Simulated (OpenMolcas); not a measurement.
# AlClF2 (SMILES [F][Al]([F])[Cl]) at RPBE/ANO-L-VDZP

What is the vertical singlet–triplet gap of AlClF2 at RPBE/ANO-L-VDZP? 

Program for the calculation: OpenMolcas 26.06.

## Step 1: The structure to begin with

AlClF2: 4 atoms, total charge 0, spin state singlet. SMILES: `[F][Al]([F])[Cl]`. Geometry: a GFN2-xTB relaxation, a rough one for these elements and not checked as a minimum.

Bond lengths: F1–Al2 1.643 Å, Al2–F3 1.643 Å, Al2–Cl4 2.008 Å. Angles: F1–Al2–F3 112.9°, F1–Al2–Cl4 123.6°, F3–Al2–Cl4 123.5°.

## Step 2: The energy at RPBE/ANO-L-VDZP

The input, job.inp:

```
&GATEWAY
Coord
4
angstrom
F        1.006510       0.678460       1.147330
Al       0.032630      -0.023990       0.025420
F        0.300970      -1.637440      -0.133960
Cl      -1.340120       0.982970      -1.038790
Basis=ANO-L-VDZP
Group=NoSym
&SEWARD
GridInput
Grid=Coarse
End of Grid
&SCF
KSDFT=2
1.0 GGA_X_RPBE
1.0 GGA_C_PBE
PrOrbitals=0
```

The run is started by

```sh
$ export MOLCAS_MEM=1860
$ pymolcas job.inp > job.log
```

What it wrote:

```text
--- Start Module: gateway ---
[...]
--- Stop Module: gateway /rc=_RC_ALL_IS_WELL_ ---
--- Start Module: seward ---
[...]
      Basis functions           64
--- Stop Module: seward /rc=_RC_ALL_IS_WELL_ ---
[...]
--- Start Module: scf ---
[...]
       Convergence after  14 Iterations
[...]
::    Total KS-DFT energy                            -902.5149619691
[...]
      Total spin, S                                     0.0000000000
[...]
      Total electronic charge=   48.000000
      Total            charge=   -0.000000
[...]
      Dipole Moment (debye):
      Origin of the operator (angstrom)=   -0.2115    0.1552   -0.1640
                   X= -1.0457E+00               Y=  7.6658E-01               Z= -8.0953E-01           Total=  1.5285E+00
      Quadrupole Moment (debye*angstrom):
[...]
--- Stop Module: scf /rc=_RC_ALL_IS_WELL_ ---
[...]
```

Wall time 6.3 s (1 thread of Arm Neoverse V2, shared host); peak memory 0.4 GiB.

## Step 3: The triplet at the same level

The input, job.input:

```
&GATEWAY
  Coord
  4
  angstrom
  F        1.006510       0.678460       1.147330
  Al       0.032630      -0.023990       0.025420
  F        0.300970      -1.637440      -0.133960
  Cl      -1.340120       0.982970      -1.038790
  Basis=ANO-L-VDZP
  Group=NoSym

&SEWARD
  GridInput
  Grid=Coarse
  End of Grid

&SCF
  UHF
  Spin=3
  KSDFT=2
  1.0 GGA_X_RPBE
  1.0 GGA_C_PBE
  PrOrbitals=0
```

The run is started by

```sh
$ export MOLCAS_MEM=1860
$ pymolcas job.input > job.log
```

What it wrote:

```text
--- Start Module: gateway ---
[...]
--- Stop Module: gateway /rc=_RC_ALL_IS_WELL_ ---
--- Start Module: seward ---
[...]
      Basis functions           64
--- Stop Module: seward /rc=_RC_ALL_IS_WELL_ ---
[...]
--- Start Module: scf ---
[...]
       Convergence after  30 Iterations
[...]
::    Total KS-DFT energy                            -902.2761236981
[...]
      Total spin, S                                     1.0012072919
[...]
      Total electronic charge=   48.000000
      Total            charge=   -0.000000
[...]
      Dipole Moment (debye):
      Origin of the operator (angstrom)=   -0.2115    0.1552   -0.1640
                   X= -2.0674E+00               Y=  1.5174E+00               Z= -1.6043E+00           Total=  3.0250E+00
      Quadrupole Moment (debye*angstrom):
[...]
--- Stop Module: scf /rc=_RC_ALL_IS_WELL_ ---
[...]
```

It took 8.7 s on 1 thread of Arm Neoverse V2, shared host; peak memory 0.4 GiB.

## Step 4: Results

Level: RPBE/ANO-L-VDZP.

| quantity | value |
| --- | --- |
| singlet: total energy | -902.51496 Eh |
| singlet: dipole moment | 1.53 D |
| singlet: HOMO energy | -8.97 eV |
| singlet: LUMO energy | -2.55 eV |
| singlet: HOMO–LUMO gap | 6.42 eV |
| triplet: total energy | -902.27612 Eh |
| triplet: dipole moment | 3.02 D |
| triplet: HOMO energy (highest over α and β) | -3.23 eV |
| triplet: ⟨S²⟩ | 2.004 |
| vertical energy of the triplet above the singlet | 6.499 eV |

At this shape the triplet lies 6.50 eV (627 kJ/mol) above the singlet. Mulliken charges (singlet) run from -0.47 on F1 to +1.02 on Al2.
